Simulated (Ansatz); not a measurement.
# ClGeH5: the cost of one run

All numbers below are computed with Ansatz 0.2.0 (RKS PBE-D4/def2-SVP).

## Step 1: Starting point

Bond lengths: Ge1–Cl2 2.570 Å, Ge1–H3 1.550 Å, Ge1–H4 1.549 Å, Ge1–H5 1.549 Å. Angles: Cl2–Ge1–H3 109.5°, Cl2–Ge1–H4 109.5°, Cl2–Ge1–H5 109.5°, H3–Ge1–H4 109.5°, H3–Ge1–H5 109.5°, H4–Ge1–H5 109.5°.

Structure file:

```xyz
7

Ge    0.0000    0.0000    0.0000
Cl    0.0000    0.0000    2.5700
H     1.4616    0.0000   -0.5162
H    -0.7300    1.2648   -0.5162
H    -0.7300   -1.2648   -0.5162
H    -1.7556    0.0000    0.5833
H    -1.4971    0.0000    1.5533
```

## Step 2: Pulling towards end A

Springs on the bonds that form and break draw the guess towards this end; the thresholds are loose.

input.yaml reads:

```yaml
crystal:
  periodic: [false, false, false]
  atoms:
    - { symbol: Ge, position_ang: [0.0, 0.0, 0.0] }
    - { symbol: Cl, position_ang: [0.0, 0.0, 2.57] }
    - { symbol: H, position_ang: [1.4616, 0.0, -0.5162] }
    - { symbol: H, position_ang: [-0.73, 1.2648, -0.5162] }
    - { symbol: H, position_ang: [-0.73, -1.2648, -0.5162] }
    - { symbol: H, position_ang: [-1.7556, 0.0, 0.5833] }
    - { symbol: H, position_ang: [-1.4971, 0.0, 1.5533] }
basis:
  gaussian: { orbitals: def2-SVP }
hamiltonian:
  xc: pbe
  dispersion: d4
relax:
  f_tol: 0.15
  max_steps: 25
  restrain:
    - { distance: [0, 5], at: 2.75, k: 30.0 }
    - { distance: [6, 1], at: 2.57, k: 30.0 }
    - { distance: [0, 1], at: 2.22, k: 30.0 }
    - { distance: [6, 5], at: 0.66, k: 30.0 }
```

Run with:

```console
$ ansatz run input.yaml --threads 1 --pin off --max-ram 2048MiB --backend cpu --events-out ev --progress --plain --runs-dir out
```

**Question.** How long does this run take on 1 thread of Intel Xeon Platinum 8488C (Sapphire Rapids), shared host, and how much memory does it need?

About 8.1 s, with a peak of 0.15 GiB.
